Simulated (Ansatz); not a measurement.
# B2H4OSi: the cost of one run

The runs use Ansatz 0.2.0, Gaussian basis; unrestricted cation, the program's frozen cores in correlated methods.

Plan: UKS PBE-D4/def2-TZVPP; UKS r2SCAN-D4/def2-TZVPP; UKS PBE0-D4/def2-TZVPP; UKS B3LYP-D4/def2-TZVPP; UKS wB97X-V/def2-TZVPP; UKS wB97M-V/def2-TZVPP; UKS B2PLYP/def2-TZVPP; UHF-MP2/def2-TZVPP; UHF-MP2/def2-QZVPP; then −ε(HOMO) from the neutral's earlier runs with LDA (SPW92), PBE-D4, revPBE-D4, BLYP-D4, r2SCAN-D4, B97M-V, PBE0-D4, B3LYP-D4, r2SCANh-D4, r2SCAN0-D4, HSE06-D4, BHLYP-D4, CAM-B3LYP-D4, LC-ωPBE, ωB97X-V, ωB97M-V.

1 further run of the same task is left out (it didn't finish).

## 1. The geometry

All runs share one geometry, relaxed beforehand with PBE0-D4 in a triple-zeta def2 set.

SMILES `B[SiH]1BO1`, 8 atoms, charge 0, spin multiplicity 1.

Atoms are counted from 1 here; the program's logs count them from 0.

Bond lengths: B1–Si2 1.952 Å, B1–H5 1.195 Å, B1–H6 1.194 Å, Si2–B3 1.935 Å, Si2–O4 1.774 Å, Si2–H7 1.482 Å, B3–O4 1.324 Å, B3–H8 1.189 Å. Angles: Si2–B1–H5 120.6°, Si2–B1–H6 120.0°, H5–B1–H6 119.1°, B1–Si2–B3 119.5°, B1–Si2–O4 116.0°, B1–Si2–H7 122.2°, B3–Si2–O4 41.5°, B3–Si2–H7 118.2°, O4–Si2–H7 109.2°, Si2–B3–O4 62.7°, Si2–B3–H8 163.5°, O4–B3–H8 133.8°, Si2–O4–B3 75.8°.

## 2. Cation, UKS PBE-D4/def2-TZVPP

in.yaml

```yaml
crystal:
  periodic: [false, false, false]
  atoms:
    - {symbol: B, position_ang: [-0.599527, 1.496064, -0.367359]}
    - {symbol: Si, position_ang: [0.642577, -0.001443, -0.211902]}
    - {symbol: B, position_ang: [-0.014248, -1.728521, 0.363440]}
    - {symbol: O, position_ang: [0.533613, -0.950159, 1.283040]}
    - {symbol: H, position_ang: [-0.594453, 2.191250, -1.339412]}
    - {symbol: H, position_ang: [-1.455002, 1.649852, 0.451976]}
    - {symbol: H, position_ang: [2.063897, 0.106090, -0.619259]}
    - {symbol: H, position_ang: [-0.484654, -2.820332, 0.383677]}
basis:
  gaussian: {orbitals: def2-TZVPP}
total_charge: 1
magnetization: {spin_polarized: true, initial_magnetization: 1}
hamiltonian: {xc: pbe, dispersion: d4}
```

The run is started by

```
$ ansatz run in.yaml --threads 2 --pin off --events-out ev --progress --plain --max-ram 4352MiB
```

What time and memory should one allow on 2 threads of Arm Neoverse V1, shared host?

About 5 s, with a peak of 0.27 GiB.
